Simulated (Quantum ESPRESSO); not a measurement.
## CsPbBr3 under changes of volume

One of the cells (40.452 Å³/atom); the others are scaled copies at fixed shape and fractional positions:

```
CELL_PARAMETERS angstrom
5.87000 0.00000 0.00000
0.00000 5.87000 0.00000
0.00000 0.00000 5.87000
ATOMIC_POSITIONS crystal
Pb 0.50000 0.50000 0.50000
Cs 0.00000 0.00000 0.00000
Br 0.50000 0.50000 0.00000
Br 0.50000 0.00000 0.50000
Br 0.00000 0.50000 0.50000
```

Measurements of this composition are mostly on another form, of space group No. 62.

- Program: Quantum ESPRESSO 7.5
- Functional: PBEsol
- Potentials or basis: GBRV 1.5 PBEsol
- Cutoff: 612 eV
- Density cutoff: 4898 eV
- k mesh: 5 × 5 × 5
- Occupations: fermi-dirac, width 0.05 eV
- Spin: no spin polarisation

```tsv
volume (Å³/atom)	energy over the lowest point (meV/atom)	pressure (GPa)	gap on the mesh (eV)
38.025	?	?	?
38.834	3.87	0.9	2.51
39.643	0.74	0.3	2.55
40.452	0.00	-0.1	2.58
41.261	1.40	-0.5	2.61
42.070	4.70	-0.9	2.64
42.880	9.70	-1.2	2.66
```

Q: What does the run at 38.025 Å³/atom give?

A: Energy over the lowest point 9.69 meV/atom; pressure 1.4 GPa; gap on the mesh 2.48 eV.

Worked out: A Birch-Murnaghan fit of order 3 (a polynomial in V^(-2/3)) to the other rows has its minimum at 40.31 Å³/atom with B0 = V·E''(V) = 21 GPa and B' = 4.8. It gives 9.69 meV/atom at 38.025 Å³/atom, against the run's 9.69, and -dE/dV = 1.4 GPa, against 1.4. A straight line through the other rows of the gap, of slope 1.52 eV per unit of ln V (its deformation potential), extrapolates to 2.48 eV, against the run's 2.48.

Energies are extrapolated to zero smearing.

Caveats: spin-orbit coupling is left out, which as a rule narrows the gap of such compounds by several tenths of an eV; an odd mesh through Γ misses points on the zone boundary, where band edges often lie.
